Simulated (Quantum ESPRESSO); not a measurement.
The system is Cd2S.

```xyz
3
Lattice="3.9627 0.0000 0.0000 -1.9813 3.4318 0.0000 0.0000 0.0000 5.8092" Properties=species:S:1:pos:R:3 pbc="T T T"
Cd    0.0000    2.2878    5.4183
Cd    1.9813    1.1439    3.3620
S     0.0000    2.2878    2.1245
```

The cell comes from a database or a generator and needn't be the stable form of this composition.

Base run:

```yaml
Program: Quantum ESPRESSO 7.5
Functional: PBE
Potentials_or_basis: SSSP 1.3 efficiency PBE
Cutoff: 816 eV
Density_cutoff: 6531 eV
k_mesh: 8 × 8 × 5
Occupations: fermi-dirac, width 0.05 eV
Spin: no spin polarisation
```

Its results: band gap on the k mesh 0.24 eV, indirect (least direct gap 0.57 eV); pressure -0.2 GPa; largest force 0.054 eV/Å.

Question: The run is repeated on the same cell with these changes: potentials or basis from SSSP 1.3 efficiency PBE to SG15 PBE 1.2; cutoff from 816 eV to 952 eV; density cutoff from 6531 eV to 3810 eV; k mesh from 8 × 8 × 5 to 4 × 4 × 2; valence electrons from 30 to 46. What comes out?

Answer: Band gap on the k mesh 0.69 eV, indirect (least direct gap 1.36 eV); pressure -0.1 GPa; largest force 0.121 eV/Å.

Caveats: some runs use coarse meshes; an odd mesh through Γ misses points on the zone boundary, where band edges often lie (some runs).

Not every run made on this cell is shown here.
